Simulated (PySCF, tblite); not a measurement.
**C₃H₁₀BNSi: geometry, infrared bands and NMR shifts**

Wanted: the infrared bands and NMR shifts of C₃H₁₀BNSi (`[BH3-][N+]#CCC[SiH3]`), by calculation.

Programs: tblite 0.8.0 and PySCF 2.14.0, with density-fitted response routines of our own. Each step states its level of theory. These are calculated values for one molecule in the gas phase, unless marked as measured. Atoms count from 0, in the outputs and in this text.

### 1 The starting structure

16 atoms, charge 0, multiplicity 1; geometry from: force field or distance geometry start.

Bonds of the start (Å): B0–N1 1.49, N1–C2 1.15, C2–C3 1.47, C3–C4 1.53, C4–Si5 1.88, B0–H6 1.19, B0–H7 1.19, B0–H8 1.19, C3–H9 1.13, C3–H10 1.11, C4–H11 1.10, C4–H12 1.11, Si5–H13 1.47, Si5–H14 1.47, Si5–H15 1.48.

### 2 Optimising the geometry with GFN2-xTB

Job settings and geometry (Å):

```
{"job": {"kind": "relax", "xc": "GFN2-xTB", "basis": "xTB"}, "charge": 0, "multiplicity": 1}
B      3.480000     0.517300    -0.748900
N      2.071400     0.069000    -0.529400
C      0.998400    -0.293300    -0.338100
C     -0.389400    -0.730200    -0.123700
C     -1.211800     0.378500     0.530400
Si    -2.979100    -0.179700     0.815000
H      3.694600     0.550300    -1.921600
H      4.233100    -0.227800    -0.213100
H      3.617300     1.608300    -0.290700
H     -0.372600    -1.626800     0.556700
H     -0.835400    -1.030400    -1.093000
H     -0.771100     0.668300     1.501200
H     -1.236600     1.269900    -0.134400
H     -3.587400    -0.550000    -0.467200
H     -2.978700    -1.333100     1.719700
H     -3.740200     0.918600     1.443700
```

Command:

```bash
> OMP_NUM_THREADS=1 python probes_run.py task.json out
```

One launch serves the whole session: the jobs run in the order shown.

**Question.** This job is followed by: GFN2-xTB harmonic vibrations, gas phase; GIAO PBE0/pcSseg-1 NMR shielding, non-relativistic, gas phase. Predict these results of the whole session: strongest single infrared mode (GFN2-xTB); zero-point energy (GFN2-xTB); ¹³C shifts against TMS (PBE0/pcSseg-1); ¹H shifts against TMS (PBE0/pcSseg-1, means over atoms taken as alike); ¹¹B shifts against BF3·OEt2 (PBE0/pcSseg-1); ¹⁵N shifts against NH3 (PBE0/pcSseg-1); ²⁹Si shifts against TMS (PBE0/pcSseg-1).

As calculated:

```
                                                              quantity                       value
                             strongest single infrared mode (GFN2-xTB)        789 cm⁻¹, 459 km/mol
                                          zero-point energy (GFN2-xTB)               73.6 kcal/mol
                                ¹³C shifts against TMS (PBE0/pcSseg-1)        116.5, 16.3, 8.6 ppm
¹H shifts against TMS (PBE0/pcSseg-1, means over atoms taken as alike)  3.92, 2.48, 1.87, 1.19 ppm
                           ¹¹B shifts against BF3·OEt2 (PBE0/pcSseg-1)                   -43.4 ppm
                                ¹⁵N shifts against NH3 (PBE0/pcSseg-1)                   236.4 ppm
                               ²⁹Si shifts against TMS (PBE0/pcSseg-1)                   -67.2 ppm
```

What this shows: The optimisation took 52 steps and gained 0.137 eV; among the close pairs (by a distance rule), C2–C3 changed most, from 1.471 to 1.437 Å. The lowest mode is slightly imaginary (5i cm⁻¹), a soft motion within the noise of the Hessian, so the minimum is not strictly shown. The strongest single mode, at 789 cm⁻¹, is carried by H14, H13, Si5, H15. GFN2-xTB is a fitted tight-binding method: band positions and strengths are rough. Its intensities can rank the bands wrongly. At PBE0/pcSseg-1: The widest tensor belongs to N1: span 434 ppm, with a paramagnetic part of -299 ppm.
